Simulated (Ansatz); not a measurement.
# K: the cost of one run

Program: Ansatz 0.2.0. Level of theory: DFT PBEsol, scalar-relativistic, plane waves, PAW. These are calculated values, not measurements.

The COD entry's cell or inner coordinates are ideal or old and differ from later refinements, so a difference from it is no clean test against experiment.

## (1) Starting point

Symmetry: Cmmm, No. 65, orthorhombic system. The conventional cell has a = 7.402 Å, b = 11.048 Å, c = 8.367 Å, α = 90.00°, β = 90.00°, γ = 90.00°. K (site symmetry 2) has 6 K at 3.70 to 4.18 Å as nearest neighbours. K (site symmetry mmm) has 8 K at 3.93 Å as nearest neighbours.

As a file:

```cif
data_structure
_symmetry_space_group_name_H-M 'P 1'
_symmetry_Int_Tables_number 1
_cell_length_a 6.6492
_cell_length_b 6.6492
_cell_length_c 8.3670
_cell_angle_alpha 90.000
_cell_angle_beta 90.000
_cell_angle_gamma 112.357
_cell_volume 342.12
loop_
_atom_site_label
_atom_site_type_symbol
_atom_site_fract_x
_atom_site_fract_y
_atom_site_fract_z
_atom_site_occupancy
K1 K 0.50000 0.00000 0.25000 1
K2 K 0.00000 0.50000 0.75000 1
K3 K 0.00000 0.50000 0.25000 1
K4 K 0.50000 0.00000 0.75000 1
K5 K 0.00000 0.00000 0.00000 1
```

The structure comes from the Crystallography Open Database.

(A quick probe on a coarse mesh, which set the mesh and smearing, is not shown.)

## (3) The relaxation

Contents of input.yaml:

```yaml
crystal:
  lattice:
    - [3.701, -5.524, 0.0]
    - [3.701, 5.524, 0.0]
    - [0.0, 0.0, 8.367]
  atoms:
    - { symbol: K, position: [0.5, 0.0, 0.25] }
    - { symbol: K, position: [0.0, 0.5, 0.75] }
    - { symbol: K, position: [0.0, 0.5, 0.25] }
    - { symbol: K, position: [0.5, 0.0, 0.75] }
    - { symbol: K, position: [0.0, 0.0, 0.0] }
basis:
  ecutwfc: 420
kpoints:
  mp_grid: { grid: [6, 6, 4] }
hamiltonian:
  xc: pbesol
scf:
  occupations: { method: gaussian, width: 0.1 }
output:
  forces: true
  stress: true
  eigenvalues: true
  write_density: true
  write_potential: true
  elf: true
  volumetric_format: npy
relax:
  adjacent_minimum: "off"
  f_tol: 0.005
  max_steps: 80
  cell: { stress_tol: 0.05 }
```

Run with:

```bash
> ansatz run input.yaml --threads 1 --pin off --max-ram 2560MiB --backend cpu --events-out ev --progress --plain --runs-dir out
```

Q: Estimate wall time and peak memory on 1 thread of AMD EPYC 9R45 (Zen 5), shared host.

About 2.2 min, with a peak of 0.76 GiB.
